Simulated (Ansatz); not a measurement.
**C₄H₁₃NSi: a ladder of functionals and wavefunction methods**

An exercise on one series of results from a longer session: the logs are not shown, and one member is left open.

Computed with Ansatz 0.2.0, Gaussian basis. Level: functionals in def2-TZVPP, the program's frozen cores in correlated methods.

The runs, in order: LDA (SPW92), PBE-D4, revPBE-D4, BLYP-D4, r2SCAN-D4, B97M-V, PBE0-D4, B3LYP-D4, r2SCANh-D4, r2SCAN0-D4, HSE06-D4, BHLYP-D4, CAM-B3LYP-D4, LC-ωPBE, ωB97X-V, ωB97M-V, B2PLYP, PBE-QIDH; CCSD(T)/def2-SVP; MP2/def2-TZVPP; RPA on PBE.

1 further run of the same task is left out (it didn't finish). Runs told in other sessions of the task aren't counted.

## The geometry

The geometry comes from an earlier relaxation with PBE0-D4 in a triple-zeta def2 set; it is a stationary point, not always the lowest conformer.

SMILES `CC(C)N(C)[SiH3]`, 19 atoms, charge 0, spin multiplicity 1.

Atoms are counted from 1 here; the program's logs count them from 0.

Bond lengths: C1–C2 1.523 Å, C1–H7 1.092 Å, C1–H8 1.093 Å, C1–H9 1.092 Å, C2–C3 1.525 Å, C2–N4 1.460 Å, C2–H10 1.097 Å, C3–H11 1.093 Å, C3–H12 1.092 Å, C3–H13 1.093 Å, N4–C5 1.445 Å, N4–Si6 1.716 Å, C5–H14 1.092 Å, C5–H15 1.099 Å, C5–H16 1.095 Å, Si6–H17 1.487 Å, Si6–H18 1.498 Å, Si6–H19 1.487 Å. Angles: C2–C1–H7 110.3°, C2–C1–H8 111.6°, C2–C1–H9 110.7°, H7–C1–H8 107.2°, H7–C1–H9 108.5°, H8–C1–H9 108.4°, C1–C2–C3 111.2°, C1–C2–N4 111.9°, C1–C2–H10 107.1°, C3–C2–N4 113.0°, C3–C2–H10 107.5°, N4–C2–H10 105.8°, C2–C3–H11 111.3°, C2–C3–H12 111.0°, C2–C3–H13 110.6°, H11–C3–H12 108.1°, H11–C3–H13 107.4°, H12–C3–H13 108.2° and more.

Coordinates:

```xyz
19
charge 0, multiplicity 1
C    -0.9625   -1.6220   -0.5821
C    -0.1556   -0.3382   -0.7227
C     1.2908   -0.6351   -1.1052
N    -0.2708    0.5088    0.4610
C     0.2476   -0.0219    1.7016
Si   -0.4883    2.2014    0.2782
H    -0.9707   -2.1691   -1.5276
H    -0.5349   -2.2864    0.1730
H    -1.9938   -1.4002   -0.3010
H    -0.6029    0.2347   -1.5442
H     1.7847   -1.2462   -0.3452
H     1.8622    0.2884   -1.2235
H     1.3341   -1.1866   -2.0475
H     0.0222    0.6690    2.5172
H     1.3357   -0.1737    1.6928
H    -0.2216   -0.9782    1.9541
H    -1.4405    2.4282   -0.8419
H     0.7501    2.9831   -0.0360
H    -1.0277    2.7396    1.5557
```

Set-up of the first run:

The input, in.yaml:

```yaml
crystal:
  periodic: [false, false, false]
  atoms:
    - {symbol: C, position_ang: [-0.962543, -1.622024, -0.582108]}
    - {symbol: C, position_ang: [-0.155562, -0.338235, -0.722666]}
    - {symbol: C, position_ang: [1.290756, -0.635096, -1.105213]}
    - {symbol: N, position_ang: [-0.270782, 0.508802, 0.461035]}
    - {symbol: C, position_ang: [0.247591, -0.021851, 1.701584]}
    - {symbol: Si, position_ang: [-0.488317, 2.201424, 0.278198]}
    - {symbol: H, position_ang: [-0.970657, -2.169142, -1.527590]}
    - {symbol: H, position_ang: [-0.534929, -2.286418, 0.173007]}
    - {symbol: H, position_ang: [-1.993768, -1.400245, -0.300998]}
    - {symbol: H, position_ang: [-0.602908, 0.234678, -1.544168]}
    - {symbol: H, position_ang: [1.784731, -1.246156, -0.345217]}
    - {symbol: H, position_ang: [1.862232, 0.288430, -1.223500]}
    - {symbol: H, position_ang: [1.334114, -1.186596, -2.047477]}
    - {symbol: H, position_ang: [0.022217, 0.668989, 2.517236]}
    - {symbol: H, position_ang: [1.335652, -0.173664, 1.692791]}
    - {symbol: H, position_ang: [-0.221556, -0.978217, 1.954063]}
    - {symbol: H, position_ang: [-1.440461, 2.428163, -0.841920]}
    - {symbol: H, position_ang: [0.750080, 2.983111, -0.036030]}
    - {symbol: H, position_ang: [-1.027688, 2.739649, 1.555676]}
basis:
  gaussian: {orbitals: def2-TZVPP}
hamiltonian: {xc: lda}
output: {orbitals: {seedname: orbitals}}
```

On the command line:

```bash
ansatz run in.yaml --threads 4 --pin off --events-out ev --progress --plain --max-ram 11315MiB
```

Among the steps run: LDA; PBE-D4 (GGA); revPBE-D4 (GGA); BLYP-D4 (GGA); r2SCAN-D4 (meta-GGA); B97M-V (meta-GGA); PBE0-D4 (hybrid); B3LYP-D4 (hybrid); r2SCANh-D4 (hybrid); r2SCAN0-D4 (hybrid); HSE06-D4 (hybrid); BHLYP-D4 (hybrid); CAM-B3LYP-D4 (range-separated); LC-ωPBE (range-separated); ωB97X-V (range-separated); ωB97M-V (range-separated); B2PLYP (double hybrid); PBE-QIDH (double hybrid).

One of the session's tables, all rows but one given; the rest of the session is left out.

It belongs to the step «Orbital energies across the functionals». 

```
  functional  HOMO (eV)  LUMO (eV)  gap (eV)
 LDA (SPW92)      -5.13      -0.49      4.64
      PBE-D4      -5.03      -0.22      4.81
   revPBE-D4      -4.98      -0.09      4.89
     BLYP-D4      -4.91      -0.10      4.81
   r2SCAN-D4      -5.26       0.24      5.49
      B97M-V      -5.47      -0.11      5.36
     PBE0-D4      -6.32       0.62      6.94
    B3LYP-D4      -6.11       0.39      6.50
  r2SCANh-D4          ?          ?         ?
  r2SCAN0-D4      -6.49       0.91      7.40
    HSE06-D4      -5.92       0.25      6.17
    BHLYP-D4      -7.57       1.39      8.96
CAM-B3LYP-D4      -7.69       1.53      9.21
     LC-ωPBE      -9.01       2.74     11.75
     ωB97X-V      -8.69       2.54     11.24
     ωB97M-V      -8.63       2.19     10.81
```

**Question.** Estimate the row for r2SCANh-D4.

Worked estimate for «HOMO (eV)». Against the share of exact exchange, r2SCAN-D4 (0, -5.26), r2SCAN0-D4 (0.25, -6.49) give a slope of -4.92 per unit share; at 0.1 the line stands at -5.75.

**Answer.** HOMO (eV): -5.75; LUMO (eV): 0.51; gap (eV): 6.26. In «HOMO (eV)» the line misses by 0.00.
